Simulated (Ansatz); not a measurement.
# LuHg: the cost of one run

Computed with Ansatz 0.2.0 (DFT PBEsol, scalar-relativistic, plane waves, PAW, unless a step's input says otherwise).

2 further runs of the same task are left out: 1 that didn't finish, 1 set aside as unsound or not needed. Runs told in other sessions of the task aren't counted.

### Step 1. The structure to begin with

It takes space group Pm-3m (No. 221, cubic). The conventional cell has a = 3.590 Å, b = 3.590 Å, c = 3.590 Å, α = 90.00°, β = 90.00°, γ = 90.00°. Lu (site symmetry m-3m) is surrounded by 8 Hg at 3.11 Å. Around Hg (site symmetry m-3m) lie 8 Lu at 3.11 Å.

Coordinates:

```xyz
2
Lattice="3.5897 0.0000 0.0000 0.0000 3.5897 0.0000 0.0000 0.0000 3.5897" Properties=species:S:1:pos:R:3 pbc="T T T"
Lu    0.0000    0.0000    0.0000
Hg    1.7948    1.7948    1.7948
```

This cell was relaxed beforehand with the same method: volume 23.13 Å³/atom, gap on the mesh none (metal).

### Step 2. Bulk reference on the slab's mesh

Contents of input.yaml:

```yaml
crystal:
  lattice:
    - [3.5896664627, 0.0, 0.0]
    - [0.0, 5.076554996, 0.0]
    - [0.0, 2.538277498, 2.538277498]
  atoms:
    - { symbol: Lu, position: [0.0, 0.0, 0.0] }
    - { symbol: Hg, position: [0.5, 0.5, 0.0] }
basis:
  ecutwfc: 420
kpoints:
  mp_grid: { grid: [10, 7, 14] }
hamiltonian:
  xc: pbesol
scf:
  occupations: { method: gaussian, width: 0.1 }
output:
  forces: true
  stress: true
  eigenvalues: true
```

Run with:

```
> ansatz run input.yaml --threads 4 --pin off --max-ram 10240MiB --backend cpu --events-out ev --progress --plain --runs-dir out
```

Q: Estimate wall time and peak memory on 4 threads of Arm Neoverse V1, shared host.

About 2.5 s, with a peak of 0.43 GiB.
